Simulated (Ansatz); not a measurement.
# MoOSe: the cell at several levels of theory

The task here is to estimate one member of a computed series from the others.

Program: Ansatz 0.2.0. PAW datasets, plane waves, zero pressure. (Calculated; spin-unpolarised; the phase may be known or hypothetical.)

## The structure to begin with

In-plane lattice: a = 3.639 Å, b = 3.639 Å, γ = 120.0°; thickness between the outer nuclei 2.96 Å. Near Mo stand 3 O at 2.57 Å and 3 Se at 2.57 Å; near O stand 3 Mo at 2.57 Å; near Se stand 3 Mo at 2.57 Å.

Coordinates:

```cif
data_structure
_symmetry_space_group_name_H-M 'P 1'
_symmetry_Int_Tables_number 1
_cell_length_a 3.6387
_cell_length_b 3.6387
_cell_length_c 18.0000
_cell_angle_alpha 90.000
_cell_angle_beta 90.000
_cell_angle_gamma 120.000
_cell_volume 206.40
loop_
_atom_site_label
_atom_site_type_symbol
_atom_site_fract_x
_atom_site_fract_y
_atom_site_fract_z
_atom_site_occupancy
Mo1 Mo 0.00000 0.00000 0.50000 1
O1 O 0.33333 0.66667 0.58214 1
Se1 Se 0.66667 0.33333 0.41786 1
```
The sheet repeats along a and b alone.

The first run:

input.yaml reads:

```yaml
crystal:
  lattice:
    - [3.63873509, 0.0, 0.0]
    - [-1.819367545, 3.1512370256, 0.0]
    - [0.0, 0.0, 18.0]
  atoms:
    - { symbol: Mo, position: [0.0, 0.0, 0.5] }
    - { symbol: O, position: [0.3333333333, 0.6666666667, 0.5821420245] }
    - { symbol: Se, position: [0.6666666667, 0.3333333333, 0.4178579755] }
  periodic: [true, true, false]
kpoints:
  mp_grid: { grid: [12, 12, 1] }
hamiltonian:
  xc: pbe
scf:
  occupations: { method: fermi_dirac, width: 0.02 }
relax:
  f_tol: 0.005
  cell: {}
```

Among the steps run: PBE: cell and atoms; Relaxing with r2SCAN; PBEsol: cell and atoms; Relaxation with LDA; HSE06: cell and atoms.

One table of the session follows, with a row left open; its other results are not shown here.

```
 level  a (Å)  area (Å²/atom)
   PBE  3.103           2.780
r2SCAN  3.120           2.809
PBEsol  3.036           2.661
   LDA      ?               ?
 HSE06  3.101           2.775
```

Q: Estimate the row for LDA from the others.

The run gave: a (Å): 3.018; area (Å²/atom): 2.630. In the column «a (Å)» it is the lowest.

LDA gives the smallest cell and r2SCAN the largest; they differ by 6.8 % in area, a mean of 3.4 % in length. LDA's area lies 5.4 % below PBE's. The meshes differ: PBE 12×12×1, r2SCAN 12×12×1, PBEsol 12×12×1, LDA 12×12×1, HSE06 6×6×1.

Caveats from the session: Warnings in the runs' records: band table not solved further, slab cell height set, filled band counts differ across k points.
